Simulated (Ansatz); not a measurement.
# Rb3Sb5: the cost of one run

Computed with Ansatz 0.2.0 (DFT PBE, scalar-relativistic, plane waves, PAW, unless a step's input says otherwise).

## (1) Starting point

It takes space group Im-3m (No. 229, cubic). Conventional cell: a = 8.138 Å, b = 8.138 Å, c = 8.138 Å, α = 90.00°, β = 90.00°, γ = 90.00°. Rb (site symmetry 4/mmm) is surrounded by 8 Sb at 3.52 Å. Sb (site symmetry m-3m) is surrounded by 8 Sb at 3.52 Å. Sb (site symmetry -3m) is surrounded by 6 Rb at 3.52 Å and 2 Sb at 3.52 Å.

As a file:

```
Rb Sb
1.0
    -4.06895    4.06895    4.06895
     4.06895   -4.06895    4.06895
     4.06895    4.06895   -4.06895
Rb Sb
3 5
Direct
  0.00000 0.50000 0.50000
  0.50000 0.50000 0.00000
  0.50000 0.00000 0.50000
  0.00000 0.00000 0.00000
  0.00000 0.00000 0.50000
  0.00000 0.50000 0.00000
  0.50000 0.00000 0.00000
  0.50000 0.50000 0.50000
```

A structure generator made this guess: species swapped into a database cell of Fe5Co3 (Im-3m, No. 229), with Sb on the Fe sites and Rb on the Co sites. Its size is a rough estimate.

## (2) Probe: one point on a coarse mesh

Input file input.yaml:

```yaml
crystal:
  lattice:
    - [-4.06894728, 4.06894728, 4.06894728]
    - [4.06894728, -4.06894728, 4.06894728]
    - [4.06894728, 4.06894728, -4.06894728]
  atoms:
    - { symbol: Rb, position: [0.0, 0.5, 0.5] }
    - { symbol: Rb, position: [0.5, 0.5, 0.0] }
    - { symbol: Rb, position: [0.5, 0.0, 0.5] }
    - { symbol: Sb, position: [0.0, 0.0, 0.0] }
    - { symbol: Sb, position: [0.0, 0.0, 0.5] }
    - { symbol: Sb, position: [0.0, 0.5, 0.0] }
    - { symbol: Sb, position: [0.5, 0.0, 0.0] }
    - { symbol: Sb, position: [0.5, 0.5, 0.5] }
basis:
  ecutwfc: 420
kpoints:
  mp_grid: { grid: [4, 4, 4] }
hamiltonian:
  xc: pbe
scf:
  occupations: { method: gaussian, width: 0.1 }
  lower_state_search: "off"
output:
  forces: true
  stress: true
  eigenvalues: true
```

Launch:

```sh
$ ansatz run input.yaml --threads 1 --pin off --max-ram 2048MiB --backend cpu --events-out ev --progress --plain --runs-dir out
```

Q: Estimate wall time and peak memory on 1 thread of Arm Neoverse V1, shared host.

About 10 s, with a peak of 0.5 GiB.
